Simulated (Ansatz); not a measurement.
**GaH₄Br (built from SMILES Br.[GaH3]): a reaction path by the nudged elastic band**

Aim: the minimum-energy path between two given structures and its highest point. Both ends were relaxed at PBE0-D4 in triple zeta.

Method: PBE0-D4/def2-SVP; program: Ansatz 0.2.0, Gaussian basis.

23 further runs of the same task are left out: 1 that didn't finish, 22 set aside as unsound or not needed.

## (1) Where the work starts

The first end: 6 atoms, charge 0, spin multiplicity 1.

Atoms are counted from 1 here; the program's logs count them from 0.

Bond lengths: Ga1–H2 1.574 Å, Ga1–H3 1.569 Å, Ga1–H4 1.569 Å, Ga1–Br6 2.880 Å, H5–Br6 1.423 Å. Angles: H2–Ga1–H3 119.4°, H2–Ga1–H4 119.4°, H2–Ga1–Br6 90.9°, H3–Ga1–H4 120.1°, H3–Ga1–Br6 94.6°, H4–Ga1–Br6 94.6°, Ga1–Br6–H5 92.1°.

As a file:

```
Ga   -0.5936   -0.5077   -0.5473
H     0.2935    0.2770   -1.5837
H    -0.2064   -1.9778   -0.1574
H    -1.9891    0.0757   -0.1286
H     1.6668    1.4367    0.7685
Br    0.8287    0.6961    1.6485
```

The second end:

```tsv
atom	x (Å)	y (Å)	z (Å)
Ga1	-0.5504	-0.4834	0.3791
H2	0.7496	0.6724	-1.4882
H3	0.0423	-1.8224	-0.1485
H4	-1.8004	0.2995	-0.1182
H5	1.0873	0.9565	-0.8798
Br6	0.4716	0.3773	2.2557
```

## (2) The band at PBE0-D4/def2-SVP

neb/in.yaml reads:

```yaml
crystal:
  periodic: [false, false, false]
  atoms:
    - {symbol: Ga, position_ang: [-0.593566, -0.507684, -0.547267]}
    - {symbol: H, position_ang: [0.293532, 0.277001, -1.583715]}
    - {symbol: H, position_ang: [-0.206405, -1.977826, -0.157385]}
    - {symbol: H, position_ang: [-1.989119, 0.075711, -0.128568]}
    - {symbol: H, position_ang: [1.666838, 1.436719, 0.768508]}
    - {symbol: Br, position_ang: [0.828720, 0.696079, 1.648527]}
basis:
  gaussian: {orbitals: def2-SVP}
hamiltonian: {xc: pbe0, dispersion: d4}
neb:
  images: 5
  climbing: true
  max_iterations: 40
  initial_path: idpp
  final_atoms:
    - {symbol: Ga, position_ang: [-0.550351, -0.483355, 0.379138]}
    - {symbol: H, position_ang: [0.749571, 0.672444, -1.488236]}
    - {symbol: H, position_ang: [0.042325, -1.822404, -0.148539]}
    - {symbol: H, position_ang: [-1.800357, 0.299531, -0.118196]}
    - {symbol: H, position_ang: [1.087261, 0.956529, -0.879754]}
    - {symbol: Br, position_ang: [0.471552, 0.377255, 2.255689]}
```

Run with:

```console
ansatz run in.yaml --threads 2 --pin off --events-out ev --progress --plain --max-ram 4352MiB
```

**Question.** What will these runs give? Wanted: from earlier runs: barrier over the separately found saddle, CCSD(T)/def2-TZVPP.

As calculated:

| quantity | value |
| --- | --- |
| PBE0-D4/def2-SVP, 11 iterations | highest 15.3 kJ/mol (image 3), last end -97.3 kJ/mol |
| from earlier runs: barrier over the separately found saddle, CCSD(T)/def2-TZVPP | 31.0 kJ/mol |

What this shows: The highest image lies 15.3 kJ/mol above the first end, and it climbed, so it estimates the saddle. The ends are not quite minima at this level (largest force component 0.40 eV/Å), so the heights are unreliable: relaxing the first end would lower it and raise the barrier above it. The highest image is 15.8 kJ/mol below the CCSD(T) barrier in triple zeta, which comes from separate runs on the saddle.
